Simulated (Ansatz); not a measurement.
**As2Se: how settings move the results**

An exercise on one series of results from a longer session: the logs are not shown, and one member is left open.

Method: DFT PBEsol, scalar-relativistic, plane waves, PAW for the base; runs at other levels say so in their headings and inputs, in Ansatz 0.2.0.

1 further run of the same task is left out (set aside as unsound or not needed).

### Starting point

It takes space group I4_1/amd (No. 141, tetragonal). The conventional cell has a = 7.059 Å, b = 7.059 Å, c = 5.307 Å, α = 90.00°, β = 90.00°, γ = 90.00°. Around As (site symmetry 2/m) lie 2 Se at 2.66 Å and 4 As at 2.83 Å. Se (site symmetry -4m2) has 4 As at 2.66 Å as nearest neighbours.

As a file:

```cif
data_structure
_symmetry_space_group_name_H-M 'P 1'
_symmetry_Int_Tables_number 1
_cell_length_a 5.6529
_cell_length_b 5.6529
_cell_length_c 5.6529
_cell_angle_alpha 102.730
_cell_angle_beta 102.730
_cell_angle_gamma 124.007
_cell_volume 132.22
loop_
_atom_site_label
_atom_site_type_symbol
_atom_site_fract_x
_atom_site_fract_y
_atom_site_fract_z
_atom_site_occupancy
As1 As 0.87500 0.12500 0.75000 1
As2 As 0.37500 0.12500 0.25000 1
As3 As 0.87500 0.62500 0.75000 1
As4 As 0.87500 0.12500 0.25000 1
Se1 Se 0.50000 0.50000 0.00000 1
Se2 Se 0.25000 0.75000 0.50000 1
```

Source of the structure: the Materials Project (structure only). It is taken as it stands there.

### The base input

input.yaml reads:

```yaml
crystal:
  lattice:
    - [-3.529418, 3.529418, 2.653571]
    - [3.529418, -3.529418, 2.653571]
    - [3.529418, 3.529418, -2.653571]
  atoms:
    - { symbol: As, position: [0.875, 0.125, 0.75] }
    - { symbol: As, position: [0.375, 0.125, 0.25] }
    - { symbol: As, position: [0.875, 0.625, 0.75] }
    - { symbol: As, position: [0.875, 0.125, 0.25] }
    - { symbol: Se, position: [0.5, 0.5, 0.0] }
    - { symbol: Se, position: [0.25, 0.75, 0.5] }
basis:
  ecutwfc: 420
kpoints:
  mp_grid: { grid: [8, 8, 8] }
hamiltonian:
  xc: pbesol
scf:
  occupations: { method: gaussian, width: 0.1 }
output:
  forces: true
  stress: true
  eigenvalues: true
  populations: true
  write_density: true
  write_potential: true
  elf: true
  volumetric_format: npy
```

It was run beforehand and gave: -5016.6918 eV/atom at zero smearing, pressure -3.47 GPa, largest force 0.000 eV/Å, no gap on the mesh, in 7 SCF cycles and 37 s.

Set-up of the first run:

input.yaml reads:

```yaml
crystal:
  lattice:
    - [-3.529418, 3.529418, 2.653571]
    - [3.529418, -3.529418, 2.653571]
    - [3.529418, 3.529418, -2.653571]
  atoms:
    - { symbol: As, position: [0.875, 0.125, 0.75] }
    - { symbol: As, position: [0.375, 0.125, 0.25] }
    - { symbol: As, position: [0.875, 0.625, 0.75] }
    - { symbol: As, position: [0.875, 0.125, 0.25] }
    - { symbol: Se, position: [0.5, 0.5, 0.0] }
    - { symbol: Se, position: [0.25, 0.75, 0.5] }
basis:
  ecutwfc: 420
kpoints:
  mp_grid: { grid: [8, 8, 8] }
hamiltonian:
  xc: lda
scf:
  occupations: { method: gaussian, width: 0.1 }
output:
  forces: true
  stress: true
  eigenvalues: true
```

Started as:

```sh
ansatz run input.yaml --threads 1 --pin off --max-ram 2560MiB --backend cpu --events-out ev --progress --plain --runs-dir out
```

Steps of the session up to this table: Functional: LDA; Functional: PBE; Functional set to r2SCAN.

One table of the session follows, with a row left open; its other results are not shown here.

It belongs to the step «The sweep of the functional side by side». 

```
functional  pressure (GPa)
    PBEsol            -3.5
       LDA               ?
       PBE            -0.1
    r2SCAN            -1.7
```

**Question.** Estimate the row for LDA.

**Answer.** pressure (GPa): -4.9. In the column «pressure (GPa)» it is the lowest.
